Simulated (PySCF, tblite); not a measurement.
**C₇H₁₂GeO: geometry, infrared bands and NMR shifts**

Aim: predict the infrared bands and NMR shifts of C₇H₁₂GeO (`C[CH](C)[GeH2][c]1ccco1`).

The runs use tblite 0.8.0 and PySCF 2.14.0, with density-fitted response routines of our own; the level of theory stands in each step. All values are computed, except where a source is named. Atoms are numbered from 0 throughout.

### 1 Starting geometry

21 atoms, charge 0, multiplicity 1; geometry from: force field or distance geometry start.

Bonds of the start (Å): C0–C1 1.53, C1–C2 1.54, C1–Ge3 1.96, Ge3–C4 1.92, C4–C5 1.37, C5–C6 1.38, C6–C7 1.37, C7–O8 1.31, O8–C4 1.32, C0–H9 1.12, C0–H10 1.11, C0–H11 1.10, C1–H12 1.11, C2–H13 1.11, C2–H14 1.09, C2–H15 1.12, Ge3–H16 1.55, Ge3–H17 1.54, C5–H18 1.09, C6–H19 1.09, C7–H20 1.08.

### 2 Relaxing the molecule with GFN2-xTB

The job: settings as JSON, then the geometry in Å.

```
{"job": {"kind": "relax", "xc": "GFN2-xTB", "basis": "xTB"}, "charge": 0, "multiplicity": 1}
C     -2.055700    -0.709600    -0.810600
C     -1.816200     0.527500     0.052000
C     -1.628000     0.126500     1.531800
Ge    -0.225400     1.481800    -0.578000
C      1.301000     0.318100    -0.454900
C      2.079300     0.128800     0.652900
C      3.033300    -0.797300     0.283900
C      2.771300    -1.115600    -1.024300
O      1.729400    -0.440400    -1.445600
H     -2.991500    -1.228700    -0.472400
H     -2.203400    -0.401500    -1.870000
H     -1.213300    -1.417200    -0.745900
H     -2.685700     1.211100    -0.014900
H     -2.552200    -0.370600     1.898700
H     -0.780200    -0.553800     1.652100
H     -1.461700     1.037400     2.157700
H      0.013000     2.727900     0.318400
H     -0.438500     1.905200    -2.041100
H      1.972900     0.606600     1.627600
H      3.828600    -1.200600     0.912900
H      3.314100    -1.818800    -1.630900
```

The run is started by

```
$ OMP_NUM_THREADS=1 python probes_run.py task.json out
```

This one command runs all jobs of the session in turn.

The program printed:

```text
step      E/eV     max force
  0    -736.38809    1.719
  1    -736.53113    0.775
  2    -736.56384    0.510
  3    -736.58231    0.239
  4    -736.58941    0.231
  5    -736.59760    0.224
  6    -736.60383    0.223
  7    -736.60993    0.268
  8    -736.61391    0.179
  9    -736.61582    0.109
 10    -736.61704    0.110
 11    -736.61880    0.155
 12    -736.62128    0.208
 13    -736.62375    0.169
 14    -736.62544    0.089
 15    -736.62660    0.082
 16    -736.62769    0.090
 17    -736.62888    0.099
 18    -736.63017    0.079
 19    -736.63163    0.107
 20    -736.63341    0.115
 21    -736.63530    0.149
 22    -736.63673    0.108
 23    -736.63760    0.067
 24    -736.63823    0.066
 25    -736.63885    0.076
 26    -736.63944    0.071
 27    -736.63981    0.036
 28    -736.64001    0.036
 29    -736.64015    0.032
 30    -736.64030    0.030
 31    -736.64044    0.032
 32    -736.64056    0.022
 33    -736.64065    0.024
 34    -736.64074    0.019
 35    -736.64081    0.021
 36    -736.64088    0.017
 37    -736.64093    0.015
 38    -736.64099    0.016
 39    -736.64105    0.025
 40    -736.64112    0.023
 41    -736.64119    0.017
 42    -736.64124    0.016
 43    -736.64129    0.017
 44    -736.64134    0.022
 45    -736.64140    0.020
 46    -736.64145    0.015
 47    -736.64149    0.015
 48    -736.64152    0.014
 49    -736.64156    0.018
 50    -736.64161    0.018
 51    -736.64166    0.015
 52    -736.64169    0.009
```

Run time: 0.76 s. Hardware: 1 thread of Arm Neoverse N1, shared host; peak memory 0.18 GiB.

The steps of the relaxation: (not every step is listed)

| step | energy from step 0 (eV) | largest force (eV/Å) |
| --- | --- | --- |
| 0 | 0.0000 | 1.7192 |
| 1 | -0.1430 | 0.7755 |
| 2 | -0.1757 | 0.5102 |
| 3 | -0.1942 | 0.2393 |
| 4 | -0.2013 | 0.2305 |
| 5 | -0.2095 | 0.2244 |
| 6 | -0.2157 | 0.2233 |
| 7 | -0.2218 | 0.2679 |
| 8 | -0.2258 | 0.1793 |
| 11 | -0.2307 | 0.1548 |
| 14 | -0.2373 | 0.0891 |
| 17 | -0.2408 | 0.0987 |
| 20 | -0.2453 | 0.1146 |
| 23 | -0.2495 | 0.0669 |
| 26 | -0.2514 | 0.0710 |
| 29 | -0.2521 | 0.0319 |
| 32 | -0.2525 | 0.0225 |
| 35 | -0.2527 | 0.0213 |
| 38 | -0.2529 | 0.0158 |
| 41 | -0.2531 | 0.0171 |
| 44 | -0.2532 | 0.0223 |
| 47 | -0.2534 | 0.0145 |
| 48 | -0.2534 | 0.0136 |
| 49 | -0.2535 | 0.0178 |
| 50 | -0.2535 | 0.0179 |
| 51 | -0.2536 | 0.0148 |
| 52 | -0.2536 | 0.0092 |

Close pairs (by a distance rule), those that changed most:

| bond | before (Å) | after (Å) | change (Å) |
| --- | --- | --- | --- |
| Ge3–H16 | 1.553 | 1.505 | -0.048 |
| C1–Ge3 | 1.959 | 2.002 | +0.043 |
| Ge3–H17 | 1.538 | 1.502 | -0.036 |
| C4–O8 | 1.319 | 1.354 | +0.035 |
| C5–C6 | 1.380 | 1.414 | +0.034 |
| C0–H9 | 1.122 | 1.090 | -0.033 |
| C7–O8 | 1.311 | 1.339 | +0.028 |
| C2–H15 | 1.118 | 1.090 | -0.028 |

The next job starts from the end point, and lists it.

### 3 Vibrational analysis with GFN2-xTB

The job: settings as JSON, then the geometry in Å.

```
{"job": {"kind": "ir", "xc": "GFN2-xTB", "basis": "xTB"}, "charge": 0, "multiplicity": 1}
C     -2.095040    -0.718214    -0.809332
C     -1.853258     0.512342     0.055119
C     -1.683850     0.133132     1.520708
Ge    -0.230053     1.496786    -0.580238
C      1.345731     0.403570    -0.311898
C      2.180435     0.138283     0.736259
C      3.098072    -0.837431     0.284632
C      2.754389    -1.099674    -1.005318
O      1.699520    -0.360506    -1.372354
H     -2.980494    -1.258976    -0.476825
H     -2.237962    -0.432925    -1.851033
H     -1.243620    -1.395590    -0.754348
H     -2.716910     1.177294    -0.036749
H     -2.568074    -0.382449     1.893532
H     -0.825831    -0.527648     1.642617
H     -1.521050     1.021464     2.130336
H     -0.048883     2.789060     0.170530
H     -0.295049     1.810825    -2.047508
H      2.141452     0.592085     1.706849
H      3.898463    -1.281154     0.841457
H      3.173091    -1.763332    -1.736908
```

The program printed:

```text
mode    cm-1     km/mol
  1      13.8      0.05
  2      39.4      0.04
  3      55.2      0.02
  4     153.4      0.44
  5     176.3      3.04
  6     203.8      0.15
  7     222.0      0.17
  8     241.7      0.86
  9     281.6      8.11
 10     330.7     15.34
 11     403.4     11.48
 12     431.4     71.63
 13     528.9      0.95
 14     587.3      1.93
 15     613.8     23.02
 16     636.5      2.85
 17     682.1    322.69
 18     769.5     13.24
 19     810.5    184.28
 20     818.8     21.65
 21     846.2      0.04
 22     859.4      0.61
 23     890.9      3.99
 24     926.9      1.80
 25     941.3      3.33
 26     988.7      0.98
 27    1026.9     12.98
 28    1034.1     33.77
 29    1081.0      5.04
 30    1110.7     13.62
 31    1136.8      0.59
 32    1167.6      2.64
 33    1170.1     37.53
 34    1215.1      5.39
 35    1243.0     17.27
 36    1302.5      0.06
 37    1362.6      2.93
 38    1408.9      3.80
 39    1419.9      1.25
 40    1435.9     15.32
 41    1488.7      0.12
 42    1498.8      3.52
 43    1499.4      3.04
 44    1506.1      3.36
 45    1557.8      7.21
 46    1946.1    306.85
 47    2019.9    486.80
 48    2923.6     46.99
 49    3000.0     14.80
 50    3000.5     10.22
 51    3003.7    101.28
 52    3005.9     44.11
 53    3011.6     40.00
 54    3014.0     35.04
 55    3157.1      3.20
 56    3161.7     24.26
 57    3179.7     27.00
```

Run time: 1.6 s. Hardware: 1 thread of Arm Neoverse N1, shared host; peak memory 0.18 GiB.

The strongest bands and the atoms that carry them (share of the mass-weighted mode):

| cm⁻¹ | km/mol | atoms |
| --- | --- | --- |
| 431 | 71.6 | H17 35 %, H16 34 %, Ge3 14 % |
| 682 | 322.7 | H16 48 %, H17 34 % |
| 810 | 184.3 | H16 48 %, H17 47 % |
| 1946 | 306.9 | H16 65 %, H17 34 % |
| 2020 | 486.8 | H17 64 %, H16 34 % |
| 2924 | 47.0 | H12 92 % |
| 3004 | 101.3 | H9 27 %, H11 26 %, H13 15 %, H15 12 % |
| 3006 | 44.1 | H10 49 %, H15 26 %, H11 14 % |

### 4 Nuclear shieldings: PBE0/pcSseg-1

The job, as its differences from that of step 3:

```diff
@@ -1,2 +1,2 @@
-{"job": {"kind": "ir", "xc": "GFN2-xTB", "basis": "xTB"}, "charge": 0, "multiplicity": 1}
+{"job": {"kind": "nmr", "xc": "PBE0", "basis": "pcSseg-1"}, "charge": 0, "multiplicity": 1}
 C     -2.095040    -0.718214    -0.809332
```

Method: GIAO PBE0/pcSseg-1 NMR shielding, non-relativistic, gas phase.

The program printed:

```text
coarse grid: 78520 points
cycle   1  E = -2425.1283243435  dE =  6.501e-01  |g| = 9.843e-01  |ddm| = 4.237e+00
cycle   2  E = -2425.0794457131  dE =  4.888e-02  |g| = 1.067e+00  |ddm| = 1.188e+00
cycle   3  E = -2425.2295059966  dE = -1.501e-01  |g| = 1.315e-01  |ddm| = 7.310e-01
cycle   4  E = -2425.2321317443  dE = -2.626e-03  |g| = 6.393e-02  |ddm| = 1.140e-01
cycle   5  E = -2425.2327824321  dE = -6.507e-04  |g| = 1.488e-02  |ddm| = 4.714e-02
cycle   6  E = -2425.2328272547  dE = -4.482e-05  |g| = 5.892e-03  |ddm| = 1.825e-02
cycle   7  E = -2425.2328356086  dE = -8.354e-06  |g| = 7.794e-04  |ddm| = 5.393e-03
final grid: 167168 points
cycle   8  E = -2425.2327901170  dE = -3.154e-08  |g| = 1.019e-03  |ddm| = 3.070e-03
cycle   9  E = -2425.2327897055  dE =  4.115e-07  |g| = 1.662e-03  |ddm| = 2.308e-03
cycle  10  E = -2425.2327903566  dE = -6.511e-07  |g| = 2.345e-04  |ddm| = 1.487e-03
cycle  11  E = -2425.2327903681  dE = -1.145e-08  |g| = 4.361e-05  |ddm| = 2.153e-04
cycle  12  E = -2425.2327903684  dE = -2.965e-10  |g| = 8.320e-06  |ddm| = 3.765e-05
converged SCF energy = -2425.2327903684

GIAO shielding tensors (ppm)
atom      isotropic    diamagn.    paramagn.     s11        s22        s33       span
  0 C      165.133     248.158     -83.024    149.875    159.351    186.174     36.299
  1 C      164.635     250.372     -85.737    161.692    164.123    168.089      6.397
  2 C      165.924     248.766     -82.842    151.609    159.966    186.196     34.587
  3 Ge    1481.098    2755.130   -1274.032   1411.370   1465.284   1566.641    155.270
  4 C       30.794     260.264    -229.470    -42.264     27.630    107.015    149.279
  5 C       58.847     254.615    -195.768    -43.179     64.593    155.127    198.306
  6 C       70.075     258.643    -188.568    -18.632     65.931    162.925    181.557
  7 C       34.378     250.414    -216.036    -43.700     38.535    108.299    151.999
  8 O        9.869     398.708    -388.839   -128.294    -90.670    248.571    376.865
  9 H       30.614      29.847       0.767     25.836     27.638     38.368     12.532
 10 H       30.239      30.510      -0.271     25.307     28.143     37.268     11.961
 11 H       30.940      32.042      -1.101     25.700     31.963     35.157      9.457
 12 H       30.321      32.012      -1.691     26.709     27.359     36.895     10.186
 13 H       30.575      30.137       0.437     25.824     27.619     38.281     12.457
 14 H       30.711      32.485      -1.774     25.290     31.801     35.042      9.752
 15 H       30.360      31.207      -0.847     25.518     28.150     37.413     11.894
 16 H       27.326      30.186      -2.861     20.890     22.060     39.027     18.137
 17 H       27.274      29.756      -2.481     20.831     22.180     38.811     17.980
 18 H       24.678      33.426      -8.748     22.226     23.316     28.491      6.265
 19 H       24.985      30.990      -6.005     23.008     25.485     26.461      3.453
 20 H       23.862      29.264      -5.403     20.939     24.423     26.223      5.284
```

Run time: 1.7 min. Hardware: 1 thread of Arm Neoverse N1, shared host; peak memory 1.1 GiB.

The references, computed at this level on geometries of the same kind, shield at (ppm): ¹H TMS 31.72, ¹³C TMS 186.9, ¹⁷O H2O 336.1, ⁷³Ge GeMe4 1331. Their shielding less the atom's gives the shift. The references are single molecules in the gas phase, so shifts against H2O, NH3, PH3, H3PO4 or CFCl3 are not on the usual liquid scales and can be off by tens of ppm. Atoms listed in one row are averaged.

| atoms | environment | σ (ppm) | δ (ppm) |
| --- | --- | --- | --- |
| C4 | substituted aromatic carbon next to the ring oxygen | 30.8 | 156.1 |
| C7 | aromatic CH next to the ring oxygen | 34.4 | 152.5 |
| C5 | aromatic CH | 58.8 | 128.1 |
| C6 | aromatic CH | 70.1 | 116.9 |
| C1 | sp3 CH bonded to Ge | 164.6 | 22.3 |
| C0, C2 | methyl carbon | 165.5 | 21.4 |
| H20 | hydrogen on an aromatic CH next to the ring oxygen | 23.86 | 7.86 |
| H18 | hydrogen on an aromatic CH | 24.68 | 7.04 |
| H19 | hydrogen on an aromatic CH | 24.98 | 6.73 |
| H16, H17 | hydrogen on a germanium bonded to 2 C | 27.30 | 4.42 |
| H12 | hydrogen on an sp3 CH bonded to Ge | 30.32 | 1.40 |
| H9, H10, H11, H13, H14, H15 | hydrogen on a methyl carbon | 30.57 | 1.14 |
| Ge3 | germanium bonded to 2 C, 2 H | 1481 | -150 |
| O8 | aromatic ring oxygen | 9.9 | 326.2 |

Charges from the same density, by scheme (e):

| atoms | Mulliken | IAO | Hirshfeld | ESP fit |
| --- | --- | --- | --- | --- |
| C0, C2 | -0.22 | -0.41 | -0.12 | -0.59 |
| C1 | -0.58 | -0.31 | -0.09 | 0.42 |
| Ge3 | 0.57 | 0.62 | 0.33 | -0.02 |
| C4 | -0.13 | -0.10 | -0.04 | 0.16 |
| C5 | -0.13 | -0.21 | -0.09 | -0.23 |
| C6 | -0.17 | -0.23 | -0.09 | -0.28 |
| C7 | 0.16 | 0.00 | 0.01 | -0.07 |
| O8 | -0.37 | -0.23 | -0.06 | -0.15 |

Mayer bond orders: C0–C1 1.01, C1–C2 1.01, C1–Ge3 0.92, Ge3–C4 0.79, C4–C5 1.57, C5–C6 1.27, C6–C7 1.59, C7–O8 1.10, O8–C4 1.00.

Ring of atoms C4, C5, C6, C7, O8: NICS(0) -11.7, NICS(1) -10.8, NICS(1)zz -28.0 ppm (means of both faces).

### 5 What came out

```
                                                               quantity                                       value
                              strongest single infrared mode (GFN2-xTB)                       2020 cm⁻¹, 487 km/mol
                                           zero-point energy (GFN2-xTB)                              103.7 kcal/mol
¹³C shifts against TMS (PBE0/pcSseg-1, means over atoms taken as alike)  156.1, 152.5, 128.1, 116.9, 22.3, 21.4 ppm
 ¹H shifts against TMS (PBE0/pcSseg-1, means over atoms taken as alike)      7.86, 7.04, 6.73, 4.42, 1.40, 1.14 ppm
                              ⁷³Ge shifts against GeMe4 (PBE0/pcSseg-1)                                    -150 ppm
                                 ¹⁷O shifts against H2O (PBE0/pcSseg-1)                                   326.2 ppm
```

In words: Over 52 steps the energy fell by 0.254 eV; of the close pairs, Ge3–H16 changed most, 1.553 to 1.505 Å. No mode is imaginary among the 57: a minimum at this level. The strongest single mode, at 2020 cm⁻¹, moves mainly H17 and H16. GFN2-xTB is a fitted tight-binding method: band positions and strengths are rough. Its intensities can rank the bands wrongly. At PBE0/pcSseg-1: Shielding is most anisotropic at O8 (span 377 ppm, paramagnetic term -389 ppm). NICS(1)zz of -28 ppm above the planar ring from C4 marks a diatropic (aromatic) ring current. Spin-orbit coupling is left out, which matters for shieldings and couplings at and beside the heavy atoms.
